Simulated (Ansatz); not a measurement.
**Al3Ni5: a strain scan**

Aim: for Al3Ni5, strain the cell along the Voigt pattern (0, 1, 0, 0, 0, 0).

Program: Ansatz 0.2.0. Level of theory: DFT r2SCAN, scalar-relativistic, plane waves, PAW. These are calculated values, not measurements.

1 further run of the same task is left out (set aside as unsound or not needed).

**1. The system as given**

Symmetry: Cmmm, No. 65, orthorhombic system. The conventional cell has a = 6.582 Å, b = 7.392 Å, c = 3.728 Å, α = 90.00°, β = 90.00°, γ = 90.00°. Al (site symmetry mmm) is surrounded by 8 Ni at 2.37 to 2.47 Å. Around Al (site symmetry m2m) lie 10 Ni at 2.44 to 2.54 Å and 2 Al at 2.78 Å. Ni (site symmetry mmm) has 8 Ni at 2.47 to 2.61 Å and 4 Al at 2.48 Å in its first shell of neighbours. Around Ni (site symmetry 2/m) lie 6 Al at 2.47 to 2.50 Å and 6 Ni at 2.47 to 2.63 Å. Around Ni (site symmetry 2mm) lie 6 Al at 2.37 to 2.54 Å and 6 Ni at 2.61 to 2.63 Å.

As a file:

```
CELL_PARAMETERS angstrom
3.29112 -3.69611 0.00000
3.29112 3.69611 0.00000
0.00000 0.00000 3.72831
ATOMIC_POSITIONS crystal
Al 0.50000 0.50000 0.00000
Al 0.77927 0.22073 0.50000
Al 0.22073 0.77927 0.50000
Ni 0.00000 0.00000 0.00000
Ni 0.00000 0.50000 0.00000
Ni 0.50000 0.00000 0.00000
Ni 0.27646 0.27646 0.50000
Ni 0.72354 0.72354 0.50000
```

It goes back to an entry of the Materials Project, which need not be the stable form.

It is the result of an earlier relaxation at this level (volume 11.34 Å³/atom; gap on the mesh: none (metal)).

**2. Zero of energy**

Reference values: F = -30852.1756 eV; pressure 0.03 GPa; largest force 0.003 eV/Å; gap on the mesh none (metal). It was computed beforehand with the settings of the runs below.

**3. The scan: a strain scan**

The cell is strained by ε times the Voigt pattern (0, 1, 0, 0, 0, 0) (xx, yy, zz, yz, xz, xy; engineering shear), with fractional coordinates fixed (clamped ions). The stress on the pattern is the sum of the stress components weighted by it, tension positive.

**4. Point ε = -0.0600**

File input.yaml:

```yaml
crystal:
  lattice:
    - [3.2911157551, -3.4743455752, 0.0]
    - [3.2911157551, 3.4743455752, 0.0]
    - [0.0, 0.0, 3.7283121877]
  atoms:
    - { symbol: Al, position: [0.5, 0.5, 0.0] }
    - { symbol: Al, position: [0.7792699052, 0.2207300948, 0.5] }
    - { symbol: Al, position: [0.2207300948, 0.7792699052, 0.5] }
    - { symbol: Ni, position: [0.0, 0.0, 0.0] }
    - { symbol: Ni, position: [0.0, 0.5, 0.0] }
    - { symbol: Ni, position: [0.5, 0.0, 0.0] }
    - { symbol: Ni, position: [0.2764619634, 0.2764619634, 0.5] }
    - { symbol: Ni, position: [0.7235380366, 0.7235380366, 0.5] }
basis:
  ecutwfc: 500
kpoints:
  mp_grid: { grid: [8, 8, 10] }
hamiltonian:
  xc: r2scan
scf:
  occupations: { method: gaussian, width: 0.15 }
output:
  forces: true
  stress: true
  eigenvalues: true
```

Run with:

```console
$ ansatz run input.yaml --threads 2 --pin off --max-ram 5120MiB --backend cpu --events-out ev --progress --plain --runs-dir out
```

What it wrote, cut to the lines that bear on the results:

```text
Warning: RAYON_NUM_THREADS=2 ignored (pool sized by the plan → 2); use --threads N
[...]
Pseudopotentials: kind: paw
Pseudopotential: Al, paw, valence charge 3, recommended cutoff 500 eV (meta_gga), Al.paw.azcp
Pseudopotential: Ni, paw, valence charge 18, recommended cutoff 500 eV (meta_gga), Ni.paw.azcp
Functional definition: r2SCAN
[...]
Crystal: 8 atoms, lattice volume = 85.263 Å³
Basis set: ecut = 500 eV, 2149 PW (Γ), exchange–correlation on 144×144×120 points (64 copies of the dense FFT grid, shifted against one another)
Bands: 60, of which v1, the nominal top of the filled ones, is band 50 counted from 1 (49 counted from 0)
Symmetry: 8 space group operations
Space group: Cmmm (ITA 65), of the structure as read, at distance tolerance 4.4e-5 Å
k-points: 126 of 640
[...]
SCF iter   1: F=—  HF=-30851.574710 eV  |F-HF|=—  |Δ(HF+E_count)|=         —  Δρ=2.41e-2  dr2=3.91e-1  dr2_τ=2.83e-1  ethr=1.77e-3  ⟨swp⟩=6.6  Hψ=29821  notcnv=0  defer=49
[...]
SCF iter  11: F=-30851.864398 eV  HF=-30851.864398 eV  |F-HF|=4.24e-8  |Δ(HF+E_count)|=   2.20e-8  Δρ=9.87e-6  dr2=6.25e-8  dr2_τ=7.78e-10  ethr=1.01e-10  ⟨swp⟩=9.7  Hψ=41577  notcnv=0
[...]
SCF converged after 11 iterations
Free energy (F): -30851.864398 eV
[...]
E sigma→0 (E₀):  -30851.848350 eV
Entropy (-TS):   -0.032096 eV (-4.012 meV/atom)
Fermi energy:    16.455295 eV
[...]
--- Forces (eV/Å), atoms counted from 1 ---
  atom   1  Al     0.00000000    -0.00000000     0.00000000
  atom   2  Al    -0.00000000    -0.11075036     0.00000000
  atom   3  Al     0.00000000     0.11075036     0.00000000
  atom   4  Ni     0.00000000     0.00000000     0.00000000
  atom   5  Ni    -0.00000000    -0.00000000     0.00000000
  atom   6  Ni     0.00000000     0.00000000     0.00000000
  atom   7  Ni     0.10981494     0.00000000     0.00000000
  atom   8  Ni    -0.10981494    -0.00000000     0.00000000
[...]
--- Stress (GPa, compression-positive) ---
       12.953237       0.000000       0.000000
        0.000000      18.976659      -0.000000
        0.000000      -0.000000       8.947003
  P = ⅓ Tr σ = 13.6256 GPa (136.256 kbar)
--- Band table (eV; the first three rows and the last of 126) ---
[...]
```

Wall time 55 s (2 threads of Intel Xeon Platinum 8259CL at 2.50GHz (Skylake/Cascade Lake), shared host); peak memory 0.96 GiB.

**5. At ε = 0.0450**

Edit input.yaml of step 4 so:

```diff
@@ -2,4 +2,4 @@
   lattice:
-    - [3.2911157551, -3.4743455752, 0.0]
-    - [3.2911157551, 3.4743455752, 0.0]
+    - [3.2911157551, -3.8624373681, 0.0]
+    - [3.2911157551, 3.8624373681, 0.0]
     - [0.0, 0.0, 3.7283121877]
```

Run with:

```console
$ ansatz run input.yaml --threads 2 --pin off --max-ram 5120MiB --backend cpu --events-out ev --progress --plain --runs-dir out
```

What it wrote, cut to the lines that bear on the results:

```text
[...]
SCF converged after 11 iterations
Free energy (F): -30852.029801 eV
[...]
E sigma→0 (E₀):  -30852.006013 eV
Entropy (-TS):   -0.047576 eV (-5.947 meV/atom)
Fermi energy:    14.426976 eV
[...]
--- Forces (eV/Å), atoms counted from 1 ---
  atom   1  Al    -0.00000000     0.00000000     0.00000000
  atom   2  Al     0.00000000     0.02411223     0.00000000
  atom   3  Al     0.00000000    -0.02411223     0.00000000
  atom   4  Ni    -0.00000000     0.00000000     0.00000000
  atom   5  Ni     0.00000000     0.00000000     0.00000000
  atom   6  Ni     0.00000000     0.00000000     0.00000000
  atom   7  Ni    -0.09259260     0.00000000     0.00000000
  atom   8  Ni     0.09259260     0.00000000     0.00000000
[...]
--- Stress (GPa, compression-positive) ---
       -6.500084       0.000000       0.000000
        0.000000     -11.118020       0.000000
        0.000000       0.000000      -4.172439
  P = ⅓ Tr σ = -7.2635 GPa (-72.635 kbar)
--- Band table (eV; the first three rows and the last of 126) ---
[...]
```

It took 66 s on 2 threads of Intel Xeon Platinum 8259CL at 2.50GHz (Skylake/Cascade Lake), shared host; peak memory 1 GiB.

**6. At ε = -0.0300**

Edit input.yaml of step 5 so:

```diff
@@ -2,4 +2,4 @@
   lattice:
-    - [3.2911157551, -3.8624373681, 0.0]
-    - [3.2911157551, 3.8624373681, 0.0]
+    - [3.2911157551, -3.5852289446, 0.0]
+    - [3.2911157551, 3.5852289446, 0.0]
     - [0.0, 0.0, 3.7283121877]
```

Run with:

```console
$ ansatz run input.yaml --threads 2 --pin off --max-ram 5120MiB --backend cpu --events-out ev --progress --plain --runs-dir out
```

What it wrote, cut to the lines that bear on the results:

```text
[...]
SCF converged after 11 iterations
Free energy (F): -30852.100217 eV
[...]
E sigma→0 (E₀):  -30852.082248 eV
Entropy (-TS):   -0.035938 eV (-4.492 meV/atom)
Fermi energy:    15.833125 eV
[...]
--- Forces (eV/Å), atoms counted from 1 ---
  atom   1  Al     0.00000000     0.00000000     0.00000000
  atom   2  Al     0.00000000    -0.04205032     0.00000000
  atom   3  Al     0.00000000     0.04205032     0.00000000
  atom   4  Ni    -0.00000000     0.00000000     0.00000000
  atom   5  Ni     0.00000000     0.00000000     0.00000000
  atom   6  Ni     0.00000000    -0.00000000     0.00000000
  atom   7  Ni     0.05548829     0.00000000     0.00000000
  atom   8  Ni    -0.05548829     0.00000000     0.00000000
[...]
--- Stress (GPa, compression-positive) ---
        5.733527       0.000000       0.000000
        0.000000       8.957541       0.000000
        0.000000       0.000000       3.922725
  P = ⅓ Tr σ = 6.2046 GPa (62.046 kbar)
--- Band table (eV; the first three rows and the last of 126) ---
[...]
```

Wall time 55 s (2 threads of Intel Xeon Platinum 8259CL at 2.50GHz (Skylake/Cascade Lake), shared host); peak memory 0.97 GiB.

**7. Point ε = 0.0150**

Edit input.yaml of step 6 so:

```diff
@@ -2,4 +2,4 @@
   lattice:
-    - [3.2911157551, -3.5852289446, 0.0]
-    - [3.2911157551, 3.5852289446, 0.0]
+    - [3.2911157551, -3.7515539987, 0.0]
+    - [3.2911157551, 3.7515539987, 0.0]
     - [0.0, 0.0, 3.7283121877]
```

Run with:

```console
$ ansatz run input.yaml --threads 2 --pin off --max-ram 5120MiB --backend cpu --events-out ev --progress --plain --runs-dir out
```

What it wrote, cut to the lines that bear on the results:

```text
Warning: RAYON_NUM_THREADS=2 ignored (pool sized by the plan → 2); use --threads N
[...]
Pseudopotentials: kind: paw
Pseudopotential: Al, paw, valence charge 3, recommended cutoff 500 eV (meta_gga), Al.paw.azcp
Pseudopotential: Ni, paw, valence charge 18, recommended cutoff 500 eV (meta_gga), Ni.paw.azcp
Functional definition: r2SCAN
[...]
Crystal: 8 atoms, lattice volume = 92.065 Å³
Basis set: ecut = 500 eV, 2365 PW (Γ), exchange–correlation on 160×160×120 points (64 copies of the dense FFT grid, shifted against one another)
Bands: 60, of which v1, the nominal top of the filled ones, is band 50 counted from 1 (49 counted from 0)
Symmetry: 8 space group operations
Space group: Cmmm (ITA 65), of the structure as read, at distance tolerance 4.5e-5 Å
k-points: 126 of 640
[...]
SCF converged after 13 iterations
Free energy (F): -30852.159125 eV
[...]
E sigma→0 (E₀):  -30852.137311 eV
Entropy (-TS):   -0.043629 eV (-5.454 meV/atom)
Fermi energy:    14.964070 eV
[...]
--- Forces (eV/Å), atoms counted from 1 ---
  atom   1  Al     0.00000000     0.00000000    -0.00000000
  atom   2  Al    -0.00000000     0.01575162     0.00000000
  atom   3  Al     0.00000000    -0.01575162    -0.00000000
  atom   4  Ni     0.00000000     0.00000000    -0.00000000
  atom   5  Ni     0.00000000     0.00000000    -0.00000000
  atom   6  Ni     0.00000000    -0.00000000    -0.00000000
  atom   7  Ni    -0.03181121     0.00000000     0.00000000
  atom   8  Ni     0.03181121     0.00000000    -0.00000000
[...]
--- Stress (GPa, compression-positive) ---
       -2.466086       0.000000       0.000000
        0.000000      -3.923022      -0.000000
        0.000000      -0.000000      -1.547602
  P = ⅓ Tr σ = -2.6456 GPa (-26.456 kbar)
--- Band table (eV; the first three rows and the last of 126) ---
[...]
```

It took 76 s on 2 threads of Intel Xeon Platinum 8259CL at 2.50GHz (Skylake/Cascade Lake), shared host; peak memory 1 GiB.

**8. ε = 0.0600**

Edit input.yaml of step 7 so:

```diff
@@ -2,4 +2,4 @@
   lattice:
-    - [3.2911157551, -3.7515539987, 0.0]
-    - [3.2911157551, 3.7515539987, 0.0]
+    - [3.2911157551, -3.9178790528, 0.0]
+    - [3.2911157551, 3.9178790528, 0.0]
     - [0.0, 0.0, 3.7283121877]
```

Run with:

```console
$ ansatz run input.yaml --threads 2 --pin off --max-ram 5120MiB --backend cpu --events-out ev --progress --plain --runs-dir out
```

What it wrote, cut to the lines that bear on the results:

```text
[...]
SCF converged after 14 iterations
Free energy (F): -30851.921671 eV
[...]
E sigma→0 (E₀):  -30851.897119 eV
Entropy (-TS):   -0.049106 eV (-6.138 meV/atom)
Fermi energy:    14.168316 eV
[...]
--- Forces (eV/Å), atoms counted from 1 ---
  atom   1  Al    -0.00000000    -0.00000000     0.00000000
  atom   2  Al    -0.00000000     0.02003592     0.00000000
  atom   3  Al     0.00000000    -0.02003592     0.00000000
  atom   4  Ni     0.00000000     0.00000000     0.00000000
  atom   5  Ni    -0.00000000    -0.00000000     0.00000000
  atom   6  Ni     0.00000000    -0.00000000     0.00000000
  atom   7  Ni    -0.12339203    -0.00000000     0.00000000
  atom   8  Ni     0.12339203     0.00000000     0.00000000
[...]
--- Stress (GPa, compression-positive) ---
       -8.167836       0.000000       0.000000
        0.000000     -14.302487      -0.000000
        0.000000      -0.000000      -5.261894
  P = ⅓ Tr σ = -9.2441 GPa (-92.441 kbar)
--- Band table (eV; the first three rows and the last of 126) ---
[...]
```

Run time: 71 s. Hardware: 2 threads of Intel Xeon Platinum 8259CL at 2.50GHz (Skylake/Cascade Lake), shared host; peak memory 1.1 GiB.

**9. ε = -0.0450**

Edit input.yaml of step 8 so:

```diff
@@ -2,4 +2,4 @@
   lattice:
-    - [3.2911157551, -3.9178790528, 0.0]
-    - [3.2911157551, 3.9178790528, 0.0]
+    - [3.2911157551, -3.5297872599, 0.0]
+    - [3.2911157551, 3.5297872599, 0.0]
     - [0.0, 0.0, 3.7283121877]
```

Run with:

```console
$ ansatz run input.yaml --threads 2 --pin off --max-ram 5120MiB --backend cpu --events-out ev --progress --plain --runs-dir out
```

What it wrote, cut to the lines that bear on the results:

```text
Warning: RAYON_NUM_THREADS=2 ignored (pool sized by the plan → 2); use --threads N
[...]
Pseudopotentials: kind: paw
Pseudopotential: Al, paw, valence charge 3, recommended cutoff 500 eV (meta_gga), Al.paw.azcp
Pseudopotential: Ni, paw, valence charge 18, recommended cutoff 500 eV (meta_gga), Ni.paw.azcp
Functional definition: r2SCAN
[...]
Crystal: 8 atoms, lattice volume = 86.623 Å³
Basis set: ecut = 500 eV, 2189 PW (Γ), exchange–correlation on 144×144×120 points (64 copies of the dense FFT grid, shifted against one another)
Bands: 60, of which v1, the nominal top of the filled ones, is band 50 counted from 1 (49 counted from 0)
Symmetry: 8 space group operations
Space group: Cmmm (ITA 65), of the structure as read, at distance tolerance 4.4e-5 Å
k-points: 126 of 640
[...]
SCF converged after 11 iterations
Free energy (F): -30852.003622 eV
[...]
E sigma→0 (E₀):  -30851.986812 eV
Entropy (-TS):   -0.033620 eV (-4.202 meV/atom)
Fermi energy:    16.139412 eV
[...]
--- Forces (eV/Å), atoms counted from 1 ---
  atom   1  Al     0.00000000    -0.00000000     0.00000000
  atom   2  Al    -0.00000000    -0.07305106     0.00000000
  atom   3  Al     0.00000000     0.07305106     0.00000000
  atom   4  Ni     0.00000000    -0.00000000     0.00000000
  atom   5  Ni     0.00000000    -0.00000000     0.00000000
  atom   6  Ni     0.00000000     0.00000000     0.00000000
  atom   7  Ni     0.08267316     0.00000000     0.00000000
  atom   8  Ni    -0.08267316    -0.00000000     0.00000000
[...]
--- Stress (GPa, compression-positive) ---
        9.137015       0.000000       0.000000
        0.000000      13.846179      -0.000000
        0.000000      -0.000000       6.259380
  P = ⅓ Tr σ = 9.7475 GPa (97.475 kbar)
--- Band table (eV; the first three rows and the last of 126) ---
[...]
```

Wall time 60 s (2 threads of Intel Xeon Platinum 8259CL at 2.50GHz (Skylake/Cascade Lake), shared host); peak memory 0.97 GiB.

**10. Results of the scan**

The scan, with free energies counted from the undisturbed cell:

```csv
ε,ΔE (meV/atom),stress on the pattern (GPa),pressure (GPa)
-0.0600,38.9,-18.98,13.6
-0.0450,21.5,-13.85,9.7
-0.0300,9.4,-8.96,6.2
0.0000,0.0,-0.10,0.0
0.0150,2.1,3.92,-2.6
0.0450,18.2,11.12,-7.3
0.0600,31.7,14.30,-9.2
```

**11. Results**

| quantity | value |
| --- | --- |
| slope of the stress at ε = 0, from the points at -0.0300, 0 and 0.0150 | 277 GPa |

The slope of the stress at zero strain, 277 GPa, estimates C22 with clamped ions in this Cartesian frame; letting the atoms relax could not make it stiffer. The step is wide, so higher orders mix in. The undisturbed cell stays the lowest of the sampled points. Compression costs more than tension: 38.9 against 31.7 meV/atom at the ends. Spin polarisation is off in the runs that give these values; a magnetic solution could lie lower.
